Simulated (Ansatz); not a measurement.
C₃H₈Si, SMILES C=CC[SiH3], a rigid torsion scan

With Ansatz 0.2.0 through its Python package.

Interactive session:
```pycon
>>> import warnings
>>> import ansatz as az
>>> from ase import Atoms
>>> warnings.simplefilter('ignore', az.DeckWarning)
>>> atoms = Atoms(['C', 'C', 'C', 'Si', 'H', 'H', 'H', 'H', 'H', 'H', 'H', 'H'], positions=[
...     (-1.5522, 1.1454, 0.2177),
...     (-0.2489, 1.1117, 0.6461),
...     (0.8505, 0.0697, 0.3317),
...     (0.5359, -1.3833, -0.7083),
...     (-1.9356, 0.3812, -0.3936),
...     (-2.1683, 1.9489, 0.555),
...     (0.1136, 1.917, 1.2663),
...     (1.187, -0.254, 1.3067),
...     (1.6585, 0.6383, -0.1508),
...     (-0.5064, -2.3061, -0.1409),
...     (1.7893, -2.2018, -0.8878),
...     (0.0945, -1.0122, -2.1027),
... ])
>>> # start the scan from a relaxed geometry
>>> first = az.Crystal.molecule_from_ase(atoms).calculation()
>>> first = first.basis(gaussian='cc-pVDZ')
>>> first = first.functional('b3lyp')
>>> first = first.relax(force_tolerance=0.02, max_steps=80)
>>> atoms.positions = first.run().report['positions_ang']
>>> start = atoms.get_dihedral(2, 1, 0, 4)
>>> energies = {}
>>> for turn in range(0, 360, 30):
...     turned = atoms.copy()
...     turned.set_dihedral(2, 1, 0, 4, start + turn, indices=[0, 4, 5])
...     calculation = (
...         az.Crystal.molecule_from_ase(turned).calculation()
...         .basis(gaussian='cc-pVDZ')
...         .functional('b3lyp')
...     )
...     energies[round((start + turn) % 360)] = calculation.run().report['free_energy_ev']
...
>>> floor = min(energies.values())
>>> print('dihedral C2-C1-C0-H4 (deg)   E - E(min) (eV)')
dihedral C2-C1-C0-H4 (deg)   E - E(min) (eV)
>>> for angle, e in sorted(energies.items()):
...     print(f'{angle:8d} {(e - floor):14.3f}  ' + '#' * int(30 * (e - floor) / max(max(energies.values()) - floor, 1e-9)))
...
       0          0.000
      30          0.480  ###
      60          1.898  #############
      90          4.140  ##############################
     120          1.883  #############
     150          0.472  ###
     180          0.002
     210          0.481  ###
     240          1.899  #############
     270          4.140  #############################
     300          1.882  #############
     330          0.471  ###
```

The lowest point is at 0° and the highest at 90°, 4.140 eV (399.4 kJ/mol) above it, with the rest of the molecule held.

Caveats:
- The scan is rigid and the energies are electronic, in a modest basis. With rigid groups the curve can differ much from the relaxed path, the start wasn't checked as a minimum of this torsion, and equivalent turns needn't return to the same energy.
- b3lyp holds the VWN-RPA fit, as in Gaussian; the form of ORCA and Turbomole is b3lyp5.
- Run time: 88 s on 1 thread of Arm Neoverse V1, with other jobs on the host, peak memory 0.27 GiB.
